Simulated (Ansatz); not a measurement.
# CH7BFNSn: a ladder of functionals and wavefunction methods

An exercise on one series of results from a longer session: the logs are not shown, and one member is left open.

The runs use Ansatz 0.2.0, Gaussian basis; functionals in def2-TZVPP, the program's frozen cores in correlated methods.

Levels to be run: PBE-D4, r2SCAN-D4, PBE0-D4, B3LYP-D4, ωB97X-V, ωB97M-V, B2PLYP; CCSD(T)/def2-TZVPP; MP2/def2-QZVPP; extrapolation to the limit.

## The geometry

All runs share one geometry, relaxed beforehand with PBE0-D4 in a triple-zeta def2 set. Sn takes the def2 core potential; no spin-orbit term is included.

12 atoms, charge 0, spin multiplicity 1.

Atoms are counted from 1 here; the program's logs count them from 0.

Bond lengths: B1–C2 1.517 Å, B1–Sn5 2.292 Å, B1–H6 1.205 Å, B1–H7 1.201 Å, C2–N3 1.320 Å, C2–F4 1.324 Å, N3–H8 1.007 Å, N3–H9 1.005 Å, Sn5–H10 1.711 Å, Sn5–H11 1.716 Å, Sn5–H12 1.723 Å. Angles: C2–B1–Sn5 98.7°, C2–B1–H6 112.7°, C2–B1–H7 114.0°, Sn5–B1–H6 104.2°, Sn5–B1–H7 104.1°, H6–B1–H7 119.7°, B1–C2–N3 127.9°, B1–C2–F4 121.8°, N3–C2–F4 110.3°, C2–N3–H8 121.4°, C2–N3–H9 118.6°, H8–N3–H9 119.6°, B1–Sn5–H10 109.0°, B1–Sn5–H11 114.4°, B1–Sn5–H12 111.4°, H10–Sn5–H11 107.9°, H10–Sn5–H12 107.5°, H11–Sn5–H12 106.5°.

The first run:

in.yaml

```yaml
crystal:
  periodic: [false, false, false]
  atoms:
    - {symbol: B, position_ang: [-0.523373, 0.953404, -0.274032]}
    - {symbol: C, position_ang: [-0.981030, -0.178459, 0.626792]}
    - {symbol: N, position_ang: [-0.642722, -0.402121, 1.883358]}
    - {symbol: F, position_ang: [-1.790476, -1.132024, 0.191980]}
    - {symbol: Sn, position_ang: [1.186058, -0.129402, -1.350198]}
    - {symbol: H, position_ang: [0.023636, 1.839403, 0.332623]}
    - {symbol: H, position_ang: [-1.296907, 1.222551, -1.152040]}
    - {symbol: H, position_ang: [-0.890184, -1.260560, 2.348254]}
    - {symbol: H, position_ang: [-0.032960, 0.252026, 2.341606]}
    - {symbol: H, position_ang: [1.964330, 0.969261, -2.405999]}
    - {symbol: H, position_ang: [0.692511, -1.488513, -2.274001]}
    - {symbol: H, position_ang: [2.368117, -0.700768, -0.234441]}
basis:
  gaussian: {orbitals: def2-TZVPP}
hamiltonian: {xc: pbe, dispersion: d4}
output: {forces: true, orbitals: {seedname: orbitals}}
```

Launch:

```
$ ansatz run in.yaml --threads 4 --pin off --events-out ev --progress --plain --max-ram 10444MiB
```

Among the steps run: PBE-D4 (GGA); r2SCAN-D4 (meta-GGA); PBE0-D4 (hybrid); B3LYP-D4 (hybrid); ωB97X-V (range-separated); ωB97M-V (range-separated); B2PLYP (double hybrid); CCSD(T) in def2-TZVPP; MP2 in def2-QZVPP.

One of the session's tables, all rows but one given; the rest of the session is left out.

It belongs to the step «Atomisation energies». 

| method | atomisation energy (kJ/mol) |
| --- | --- |
| PBE-D4 | 3978.6 |
| r2SCAN-D4 | 3903.1 |
| PBE0-D4 | 3892.4 |
| B3LYP-D4 | 3894.2 |
| ωB97X-V | 3901.7 |
| ωB97M-V | 3895.6 |
| B2PLYP | ? |
| HF/def2-TZVPP | 2715.3 |
| MP2/def2-TZVPP | 3799.2 |
| CCSD/def2-TZVPP | 3706.1 |
| CCSD(T)/def2-TZVPP | 3772.2 |
| MP2/CBS | 3900.1 |
| CCSD(T)/CBS | 3873.1 |

Q: Estimate the row for B2PLYP from the others.

As computed: atomisation energy (kJ/mol): 3831.8. In the column «atomisation energy (kJ/mol)» it lies between MP2/def2-TZVPP (3799.2) and CCSD(T)/CBS (3873.1).

Limits of these values: Free atoms (1 B, 1 C, 1 N, 1 F, 1 Sn, 7 H) were run apart at each level; the atomisation energy is their sum less the molecule, without zero-point or spin-orbit terms.
